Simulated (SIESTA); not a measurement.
Runs of SIESTA 5.4.2 on Mg. The cell holds a slab with vacuum, 5 atoms: a = 3.209 Å, b = 3.209 Å, c = 25.421 Å, α = 90.00°, β = 90.00°, γ = 120.00°. The slab is cut from a database's or a generator's crystal, which needn't be the stable form of the element.

```csv
level,potentials or basis,gap on the mesh (eV),largest force (eV/Å)
revPBE,"PseudoDojo 0.4 standard (PBE files), DZP (energy shift 0.003 Ry; two zetas on semicore shells)",none,0.19
BLYP,"PseudoDojo 0.4 standard (PBE files), DZP (energy shift 0.003 Ry; two zetas on semicore shells)",none,(b)
AM05,"PseudoDojo 0.4 standard (PBEsol files), DZP (energy shift 0.003 Ry; two zetas on semicore shells)",none,0.11
PW91,"PseudoDojo 0.4 standard (PBE files), DZP (energy shift 0.003 Ry; two zetas on semicore shells)",none,0.14
LDA,"PseudoDojo 0.4 standard (LDA files), DZP (energy shift 0.003 Ry; two zetas on semicore shells)",none,0.03
PBEsol,"PseudoDojo 0.4 standard (PBEsol files), DZP (energy shift 0.003 Ry; two zetas on semicore shells)",none,0.10
RPBE,"PseudoDojo 0.4 standard (PBE files), DZP (energy shift 0.003 Ry; two zetas on semicore shells)",none,(a)
PBE,"PseudoDojo 0.4 standard (PBE files), DZP (energy shift 0.003 Ry; two zetas on semicore shells)",none,0.14
WC,"PseudoDojo 0.4 standard (PBEsol files), DZP (energy shift 0.003 Ry; two zetas on semicore shells)",none,0.10
```

Alike in all rows: task single point; no spin polarisation; cell as given; k mesh 10 × 10 × 1; smearing fermi-dirac 0.05 eV; grid cutoff 800 Ry; energy shift 0.003 Ry.

Q: Fill in the values left out.

A: (a) 0.21; (b) 0.17.

Caveats: the basis of atomic orbitals isn't converged, which shifts pressures, moduli and gaps; the potentials were made for another functional, which shifts forces and pressure (some runs).

A gap of «none» marks a metal or a gap under the smearing width.
